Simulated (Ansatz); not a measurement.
What does this script print? It uses Ansatz 0.2.0, Python API.

Input file `aln.extxyz`:
```text
2
Lattice="0.0 2.18399356 2.18399356 2.18399356 0.0 2.18399356 2.18399356 2.18399356 0.0" Properties=species:S:1:pos:R:3 pbc="T T T"
Al    0.00000000    0.00000000    0.00000000
N     3.27599034    3.27599034    3.27599034
```

`gw_aln.py`
```python
'''Quasiparticle gap of AlN by G0W0.'''

from dataclasses import dataclass
import warnings

import ansatz as az


@dataclass(frozen=True)
class Settings:
    mesh: tuple[int, ...] = (4, 4, 4)
    ecut: int = 510
    occupations: str = 'fixed'


settings = Settings()


def main() -> None:
    warnings.simplefilter('ignore', az.DeckWarning)

    structure = az.Crystal.from_extxyz('aln.extxyz')

    job = structure.calculation()
    job = job.kpoints(mesh=settings.mesh)
    job = job.basis(settings.ecut)
    job = job.functional(az.Functional.PBE)
    job = job.occupations(settings.occupations)
    job = job.gw(empty_bands=100, screening_cutoff=150, quasiparticle_bands=('v1', 'c1'))
    events = []
    res = job.session().plan().execute(on_event=events.append, runs_dir='gw_run')
    gw = next(e['data'] for e in events if e['event'] == 'gw_qp')
    top = gw['frontier_bands']['highest_filled_band']
    for qp in gw['qp']:
        if qp['ik'] == 0:
            print('band', qp['band'], 'shift', round(qp['e_qp_ev'] - qp['eps_ks_ev'], 3), 'eV, Z =', round(qp['z'], 3))
    for key, label in (('eps_ks_ev', 'Kohn-Sham'), ('e_qp_ev', 'G0W0')):
        filled = max(qp[key] for qp in gw['qp'] if qp['band'] <= top)
        empty = min(qp[key] for qp in gw['qp'] if qp['band'] > top)
        print(f'{label} gap on the mesh: {empty - filled:.3f} eV')
    print('static dielectric eigenvalues (RPA, this mesh):', [round(e, 3) for e in gw['screening'][0]['eps_tensor_eigenvalues']])


if __name__ == '__main__':
    main()
```

Running `python gw_aln.py` prints:
```text
band 4 shift -0.854 eV, Z = 0.785
band 5 shift 0.727 eV, Z = 0.815
Kohn-Sham gap on the mesh: 3.300 eV
G0W0 gap on the mesh: 4.559 eV
static dielectric eigenvalues (RPA, this mesh): [4.97, 4.97, 4.97]
```

What to keep in mind:
- The k-point mesh is coarse, and energy and stress weren't tested for convergence.
- This cell is a computed structure, which may not be the phase found in nature.
- Mesh, empty bands and screening cutoff are small, so the quasiparticle gap isn't converged, and it is read on the mesh points alone. Spin-orbit coupling is left out, which matters for heavy elements.
- Finished in 6.8 s on 1 thread of Arm Neoverse V2, with other jobs on the host, peak memory 0.34 GiB.
